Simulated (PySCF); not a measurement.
**[Yb(HCN)]3+: other functionals and bases at one geometry**

How far do other levels of theory move the description of [Yb(HCN)]3+, and what does each cost? It is a constructed species; whether it can be made isn't addressed.

Method: several levels, as the steps say, no spin–orbit coupling; program: PySCF 2.14.0.

3 further runs of the same task are left out: 2 for a known fault of the program, 1 that didn't finish.

**1. Starting geometry**

4 atoms, charge 3, spin multiplicity 1.

Bond lengths: Yb1–N2 2.153 Å, N2–C3 1.167 Å, C3–H4 1.118 Å. Angles: Yb1–N2–C3 180.0°, N2–C3–H4 180.0°.

Coordinates:

```
Yb    0.0000    0.0000   -0.1981
N     0.0000    0.0000    1.9551
C     0.0000    0.0000    3.1221
H     0.0000    0.0000    4.2403
```

Formal oxidation states: Yb +3. Each metal's 13 4f electrons lie in its core potential, so multiplicities, spins and levels count the valence alone. An earlier session relaxed this geometry at PBE0, Yb lcecp-1-SVP with ECP59, N def2-SVP, C def2-SVP, H def2-SVP (singlet, point group C∞v).

At PBE0 on the finer grid: E = -131.299774 Eh, HOMO -27.42 eV, LUMO -19.96 eV, Mulliken charge on Yb1 +2.48 e, largest force component 0.002 eV/Å. 

Levels to run: B3LYP; TPSS; BLYP; wB97X; PBE0, TZVP. Hardware: 2 threads of Intel Xeon 6975P-C (Granite Rapids), shared host.

**2. B3LYP**

run.py (the lines that set the calculation)

```python
mol = gto.M(atom='''
Yb     0.00000     0.00000    -0.19815
N      0.00000     0.00000     1.95510
C      0.00000     0.00000     3.12215
H      0.00000     0.00000     4.24026''',
    basis={'Yb': 'lcecp-1-SVP', 'N': 'def2-SVP', 'C': 'def2-SVP', 'H': 'def2-SVP'},
    ecp={'Yb': 'lcecp-1-SVP'},
    charge=3, spin=0)
mf = dft.RKS(mol, xc='B3LYP')
mf.grids.atom_grid = (75, 302)  # f atoms: unpruned, at least (60, 302)
mf = mf.density_fit()  # fitting sets: Yb AutoAux, N def2-universal-JKFIT, C def2-universal-JKFIT, H def2-universal-JKFIT
mf.conv_tol = 1e-08; mf.max_cycle = 55
mf.kernel(dm0)  # dm0: the density of the relaxed state
```

On the command line:

```bash
$ OMP_NUM_THREADS=2 python run.py
```

Log:

```text
init E= -131.431450902306
  HOMO = -0.997498257453572  LUMO = -0.75304075497759  gap/eV = 6.65203
cycle= 1 E= -131.431898811686  delta_E= -0.000448  |g|= 0.0145  |ddm|= 0.113
  HOMO = -0.995828370097815  LUMO = -0.752387344751628  gap/eV = 6.62437
cycle= 2 E= -131.431758914856  delta_E= 0.00014  |g|= 0.0293  |ddm|= 0.027
  HOMO = -0.997849032164277  LUMO = -0.752789586731925  gap/eV = 6.66841
cycle= 3 E= -131.431938430217  delta_E= -0.00018  |g|= 0.0035  |ddm|= 0.0195
  HOMO = -0.99810502492472  LUMO = -0.75265098068406  gap/eV = 6.67914
cycle= 4 E= -131.431941452959  delta_E= -3.02e-06  |g|= 0.000768  |ddm|= 0.00343
  HOMO = -0.997920910243945  LUMO = -0.752730965241383  gap/eV = 6.67196
cycle= 5 E= -131.431941645555  delta_E= -1.93e-07  |g|= 0.000109  |ddm|= 0.000956
  HOMO = -0.997942109985915  LUMO = -0.752727598616884  gap/eV = 6.67263
cycle= 6 E= -131.431941649255  delta_E= -3.7e-09  |g|= 1.87e-05  |ddm|= 0.000143
  HOMO = -0.99794284917018  LUMO = -0.752726589174207  gap/eV = 6.67267
Extra cycle  E= -131.431941649259  delta_E= -4.04e-12  |g|= 1.97e-05  |ddm|= 3.05e-05
converged SCF energy = -131.431941649259
```

Wall time 1.8 s (2 threads of Intel Xeon 6975P-C (Granite Rapids), shared host).

It gives: E = -131.431942 Eh, HOMO -27.16 eV, LUMO -20.48 eV, Mulliken charge on Yb1 +2.45 e, largest force component 0.292 eV/Å. 

**3. TPSS**

Changes to run.py (the lines that set the calculation) since step 2:

```diff
@@ -8,3 +8,3 @@
     charge=3, spin=0)
-mf = dft.RKS(mol, xc='B3LYP')
+mf = dft.RKS(mol, xc='TPSS')
 mf.grids.atom_grid = (75, 302)  # f atoms: unpruned, at least (60, 302)
```

On the command line:

```bash
$ OMP_NUM_THREADS=2 python run.py
```

Log:

```text
init E= -131.438922760516
  HOMO = -0.957883283779659  LUMO = -0.76647431745382  gap/eV = 5.20850
cycle= 1 E= -131.439723078039  delta_E= -0.0008  |g|= 0.0189  |ddm|= 0.114
  HOMO = -0.964029070174507  LUMO = -0.761570553916472  gap/eV = 5.50918
cycle= 2 E= -131.439439343445  delta_E= 0.000284  |g|= 0.0412  |ddm|= 0.0551
  HOMO = -0.96025742734757  LUMO = -0.761943160670341  gap/eV = 5.39641
cycle= 3 E= -131.43981028799  delta_E= -0.000371  |g|= 0.00857  |ddm|= 0.0306
  HOMO = -0.959512446735639  LUMO = -0.76308409553964  gap/eV = 5.34509
cycle= 4 E= -131.439826560206  delta_E= -1.63e-05  |g|= 0.0039  |ddm|= 0.0114
  HOMO = -0.959960427872747  LUMO = -0.762979986144007  gap/eV = 5.36011
cycle= 5 E= -131.439831367525  delta_E= -4.81e-06  |g|= 0.000152  |ddm|= 0.00383
  HOMO = -0.959933979146543  LUMO = -0.762977629402517  gap/eV = 5.35946
cycle= 6 E= -131.439831373945  delta_E= -6.42e-09  |g|= 2.7e-05  |ddm|= 0.000157
  HOMO = -0.959927458139807  LUMO = -0.762980567653862  gap/eV = 5.35920
Extra cycle  E= -131.439831373599  delta_E= 3.45e-10  |g|= 4.46e-05  |ddm|= 6.61e-05
converged SCF energy = -131.439831373599
```

It took 2.8 s on 2 threads of Intel Xeon 6975P-C (Granite Rapids), shared host.

Read off: E = -131.439831 Eh, HOMO -26.12 eV, LUMO -20.76 eV, Mulliken charge on Yb1 +2.45 e, largest force component 1.105 eV/Å. 

**4. BLYP**

Changes to run.py (the lines that set the calculation) since step 3:

```diff
@@ -8,3 +8,3 @@
     charge=3, spin=0)
-mf = dft.RKS(mol, xc='TPSS')
+mf = dft.RKS(mol, xc='BLYP')
 mf.grids.atom_grid = (75, 302)  # f atoms: unpruned, at least (60, 302)
```

On the command line:

```bash
$ OMP_NUM_THREADS=2 python run.py
```

Log:

```text
init E= -131.368900750994
  HOMO = -0.949849407298343  LUMO = -0.779209603648559  gap/eV = 4.64335
cycle= 1 E= -131.371221918931  delta_E= -0.00232  |g|= 0.0337  |ddm|= 0.276
  HOMO = -0.964600749264388  LUMO = -0.773680263339856  gap/eV = 5.19521
cycle= 2 E= -131.369806316179  delta_E= 0.00142  |g|= 0.0889  |ddm|= 0.113
  HOMO = -0.957473756237787  LUMO = -0.774373198263911  gap/eV = 4.98242
cycle= 3 E= -131.37154567502  delta_E= -0.00174  |g|= 0.0137  |ddm|= 0.0609
  HOMO = -0.955530133117369  LUMO = -0.776014092053158  gap/eV = 4.88488
cycle= 4 E= -131.371597166933  delta_E= -5.15e-05  |g|= 0.00792  |ddm|= 0.0224
  HOMO = -0.956067620520302  LUMO = -0.775942305908685  gap/eV = 4.90146
cycle= 5 E= -131.371615145175  delta_E= -1.8e-05  |g|= 0.000596  |ddm|= 0.007
  HOMO = -0.955977298827073  LUMO = -0.77594148639772  gap/eV = 4.89902
cycle= 6 E= -131.371615240157  delta_E= -9.5e-08  |g|= 5.79e-05  |ddm|= 0.000561
  HOMO = -0.955966050148015  LUMO = -0.775940465390885  gap/eV = 4.89875
cycle= 7 E= -131.37161524114  delta_E= -9.83e-10  |g|= 4.08e-06  |ddm|= 7.33e-05
  HOMO = -0.955967213248078  LUMO = -0.77594102415969  gap/eV = 4.89876
Extra cycle  E= -131.371615241128  delta_E= 1.24e-11  |g|= 8.55e-06  |ddm|= 9.6e-06
converged SCF energy = -131.371615241128
```

Run time: 2 s. Hardware: 2 threads of Intel Xeon 6975P-C (Granite Rapids), shared host.

It gives: E = -131.371615 Eh, HOMO -26.01 eV, LUMO -21.11 eV, Mulliken charge on Yb1 +2.40 e, largest force component 1.443 eV/Å. 

**5. wB97X**

Changes to run.py (the lines that set the calculation) since step 4:

```diff
@@ -8,3 +8,3 @@
     charge=3, spin=0)
-mf = dft.RKS(mol, xc='BLYP')
+mf = dft.RKS(mol, xc='WB97X')
 mf.grids.atom_grid = (75, 302)  # f atoms: unpruned, at least (60, 302)
```

On the command line:

```bash
$ OMP_NUM_THREADS=2 python run.py
```

Log:

```text
init E= -131.402347561578
  HOMO = -1.09945607986567  LUMO = -0.639081505692697  gap/eV = 12.52743
cycle= 1 E= -131.403422313853  delta_E= -0.00107  |g|= 0.0222  |ddm|= 0.084
  HOMO = -1.09042555266838  LUMO = -0.638961405678318  gap/eV = 12.28497
cycle= 2 E= -131.403432638097  delta_E= -1.03e-05  |g|= 0.0238  |ddm|= 0.0311
  HOMO = -1.0935496260785  LUMO = -0.639496450133377  gap/eV = 12.35542
cycle= 3 E= -131.403549624107  delta_E= -0.000117  |g|= 0.004  |ddm|= 0.0169
  HOMO = -1.09371455339057  LUMO = -0.639387912807262  gap/eV = 12.36286
cycle= 4 E= -131.403554493108  delta_E= -4.87e-06  |g|= 0.00109  |ddm|= 0.00473
  HOMO = -1.09333674435865  LUMO = -0.63946713474156  gap/eV = 12.35042
cycle= 5 E= -131.40355491678  delta_E= -4.24e-07  |g|= 0.000124  |ddm|= 0.0016
  HOMO = -1.0933403429174  LUMO = -0.639475672690636  gap/eV = 12.35029
cycle= 6 E= -131.403554934066  delta_E= -1.73e-08  |g|= 2.37e-05  |ddm|= 0.00046
  HOMO = -1.09334429952156  LUMO = -0.639474084528832  gap/eV = 12.35044
cycle= 7 E= -131.403554934478  delta_E= -4.12e-10  |g|= 4.73e-06  |ddm|= 6.82e-05
  HOMO = -1.09334288143478  LUMO = -0.639473916566274  gap/eV = 12.35040
Extra cycle  E= -131.40355493449  delta_E= -1.26e-11  |g|= 1.99e-06  |ddm|= 9.45e-06
converged SCF energy = -131.40355493449
```

Wall time 2.1 s (2 threads of Intel Xeon 6975P-C (Granite Rapids), shared host).

It gives: E = -131.403555 Eh, HOMO -29.75 eV, LUMO -17.40 eV, Mulliken charge on Yb1 +2.50 e, largest force component 0.540 eV/Å. 

**6. PBE0, TZVP**

Basis: Yb lcecp-1-TZVP with ECP59, N def2-TZVP, C def2-TZVP, H def2-TZVP. 

run.py (the lines that set the calculation)

```python
mol = gto.M(atom='''
Yb     0.00000     0.00000    -0.19815
N      0.00000     0.00000     1.95510
C      0.00000     0.00000     3.12215
H      0.00000     0.00000     4.24026''',
    basis={'Yb': 'lcecp-1-TZVP', 'N': 'def2-TZVP', 'C': 'def2-TZVP', 'H': 'def2-TZVP'},
    ecp={'Yb': 'lcecp-1-TZVP'},
    charge=3, spin=0)
mf = dft.RKS(mol, xc='PBE0')
mf.grids.atom_grid = (75, 302)  # f atoms: unpruned, at least (60, 302)
mf = mf.density_fit()  # fitting sets: Yb AutoAux, N def2-universal-JKFIT, C def2-universal-JKFIT, H def2-universal-JKFIT
mf.conv_tol = 1e-08; mf.max_cycle = 55
mf.kernel(dm0)  # dm0: free metal ions and neutral atoms
```

On the command line:

```bash
$ OMP_NUM_THREADS=2 python run.py
```

Log:

```text
init E= -122.883786257851
  HOMO = -1.62618096996998  LUMO = -1.25890626408985  gap/eV = 9.99405
cycle= 1 E= -130.030187452077  delta_E= -7.15  |g|= 2.83  |ddm|= 2.51
  HOMO = -0.748614643330763  LUMO = -0.743361393678242  gap/eV = 0.14295
cycle= 2 E= -121.698479027604  delta_E= 8.33  |g|= 3.87  |ddm|= 3.59
  HOMO = -1.29095376311548  LUMO = -0.958156928426997  gap/eV = 9.05586
cycle= 3 E= -130.896059961252  delta_E= -9.2  |g|= 1.35  |ddm|=  3.5
  HOMO = -1.11578509504789  LUMO = -0.691828917939155  gap/eV = 11.53644
cycle= 4 E= -131.104433896161  delta_E= -0.208  |g|= 1.19  |ddm|= 1.24
  HOMO = -1.03587373270825  LUMO = -0.71916469688741  gap/eV = 8.61809
cycle= 5 E= -131.394154732582  delta_E= -0.29  |g|= 0.194  |ddm|= 0.586
  HOMO = -0.989877884529595  LUMO = -0.740382881504693  gap/eV = 6.78910
cycle= 6 E= -131.405907211361  delta_E= -0.0118  |g|= 0.082  |ddm|= 0.286
  HOMO = -1.00309080660961  LUMO = -0.732281907417665  gap/eV = 7.36909
cycle= 7 E= -131.407635886859  delta_E= -0.00173  |g|= 0.00843  |ddm|= 0.0574
  HOMO = -1.00440488114679  LUMO = -0.73237770935789  gap/eV = 7.40224
cycle= 8 E= -131.407651229911  delta_E= -1.53e-05  |g|= 0.000993  |ddm|= 0.00991
  HOMO = -1.00430471485894  LUMO = -0.732172243368832  gap/eV = 7.40510
cycle= 9 E= -131.40765144622  delta_E= -2.16e-07  |g|= 0.000141  |ddm|= 0.00139
  HOMO = -1.00432085244688  LUMO = -0.732168211439159  gap/eV = 7.40565
cycle= 10 E= -131.407651451118  delta_E= -4.9e-09  |g|= 3.41e-05  |ddm|= 0.000112
  HOMO = -1.00433701670886  LUMO = -0.732161232621539  gap/eV = 7.40628
Extra cycle  E= -131.407651451076  delta_E= 4.28e-11  |g|= 3.97e-05  |ddm|= 5.49e-05
converged SCF energy = -131.407651451076
```

Wall time 5.5 s (2 threads of Intel Xeon 6975P-C (Granite Rapids), shared host).

It gives: E = -131.407651 Eh, HOMO -27.33 eV, LUMO -19.92 eV, Mulliken charge on Yb1 +2.59 e, largest force component 0.846 eV/Å. 

**7. Results**

| level | state | HOMO (eV) | gap (eV) | charge on Yb1 (e) | dipole (D) | largest force (eV/Å) | basis functions | time |
| --- | --- | --- | --- | --- | --- | --- | --- | --- |
| PBE0 (relaxed here) | singlet | -27.42 | 7.46 | 2.48 | 5.52 | 0.00 | 66 | 4.2 s |
| B3LYP | singlet | -27.16 | 6.67 | 2.45 | 5.60 | 0.29 | 66 | 1.8 s |
| TPSS | singlet | -26.12 | 5.36 | 2.45 | 5.70 | 1.11 | 66 | 2.8 s |
| BLYP | singlet | -26.01 | 4.90 | 2.40 | 5.85 | 1.44 | 66 | 2 s |
| wB97X | singlet | -29.75 | 12.35 | 2.50 | 5.21 | 0.54 | 66 | 2.1 s |
| PBE0, TZVP | singlet | -27.33 | 7.41 | 2.59 | 5.57 | 0.85 | 115 | 5.5 s |

Times are on 2 threads of Intel Xeon 6975P-C (Granite Rapids), shared host; the first row also made further properties. The dipole of a charged species depends on the origin, so these sizes hold for this origin alone.

In one basis the HOMO–LUMO gap runs from 4.90 eV (BLYP) to 12.35 eV (wB97X). The largest leftover force, 1.44 eV/Å with BLYP, stands at a geometry relaxed at another level. The Mulliken charge on Yb spans +2.40 to +2.59 e over the levels. With 4f in the core, its levels are missing from HOMO and gap. Total energies of different levels can't be compared. Spin–orbit coupling is left out throughout.
